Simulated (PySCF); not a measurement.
# A diatomic session: SI

What are the lowest state that PBE0 finds, the bond length, vibrational wavenumber and bond energy of SI, and how much do these hang on the method?

Computed with PySCF 2.14.0. Level: S x2c-TZVPPall, I x2c-TZVPPall, spin-free X2C with a Gaussian nucleus.

## (1) The job

The job is set up so:

| Property | Result |
| --- | --- |
| atoms | S, I |
| charge | 0 |
| basis | S x2c-TZVPPall, I x2c-TZVPPall |
| Hamiltonian | spin-free X2C with a Gaussian nucleus |
| basis functions | 102 |
| electrons treated | 69 |
| masses in u | 31.9721, 126.9045 |
| levels | PBE0, PBE, r²SCAN, BLYP, M06-2X, TPSSh, B97-3, ωB97X, HF, MP2, SCS-MP2, CCSD, CCSD(T) |
| grid | 80 radial by 434 angular points |
| occupations | held fixed by the projection of orbital angular momentum |
| dissociation limit | S + I, each in its ground configuration |
| starting distance in angstrom | 2.295 |
| values of 2S to try | 1, 3 |

Command:

```
OMP_NUM_THREADS=2 python dia.py task.json out
```

Further steps of the session: PBE0 along the bond; Other states along the same grid; PBE; r²SCAN (meta-GGA); BLYP (GGA); M06-2X; TPSSh; B97-3 (global hybrid GGA); ωB97X; UHF (mean field); Correlated methods on the Hartree–Fock reference.

Q: Predict the outcome of this session. Wanted: for each run, Re; ωe; De; μ.

The runs gave:

Lowest PBE0 solution found, without spin–orbit coupling: ²Π (doublet), unpaired electrons π ↑. State 2 has its PBE0 minimum 1.56 eV higher. The other levels ran on the lowest alone.

```
      level  Re (Å)  ωe (cm⁻¹)  De (eV)  μ (D)
        UHF   2.339        400     0.73   0.40
   UHF-CCSD   2.324        399     1.93    n/a
UHF-CCSD(T)   2.327        395     2.13    n/a
        PBE   2.323        401     2.81   1.26
       BLYP   2.359        375     2.56   1.25
     r²SCAN   2.314        408     2.56   1.11
      TPSSh   2.315        406     2.54   1.10
       PBE0   2.302        418     2.50   1.06
      B97-3   2.314        411     2.47   1.13
     M06-2X   2.309        410     2.14   0.87
      ωB97X   2.296        424     2.34   1.03
```

De is counted to S + I in their ground configurations. A positive dipole means S(−)I(+). No constants: UHF-MP2 (the points don't follow one smooth fit); UHF-SCS-MP2 (the points don't follow one smooth fit).

Differences from CCSD(T) in the same basis:

```
   level  Re (mÅ)  ωe (%)
     UHF      +12    +1.3
UHF-CCSD       -3    +0.9
     PBE       -3    +1.6
    BLYP      +33    -5.0
  r²SCAN      -13    +3.2
   TPSSh      -12    +2.8
    PBE0      -25    +5.7
   B97-3      -13    +4.1
  M06-2X      -18    +3.8
   ωB97X      -31    +7.3
```

In words: Judged by CCSD(T) in the same basis: best bond length UHF-CCSD and PBE (-3 mÅ), worst BLYP (+33 mÅ); best wavenumber UHF-CCSD (+0.9 %), worst ωB97X (+7.3 %). Of the levels with a De here, UHF gives the least (0.73 eV) and PBE the most (2.81 eV).

Correlated steps freeze 23 core orbitals. These are scalar-relativistic numbers at best; spin–orbit coupling would shift them, the dissociation energy most. With spin–orbit coupling the term label itself may not hold.
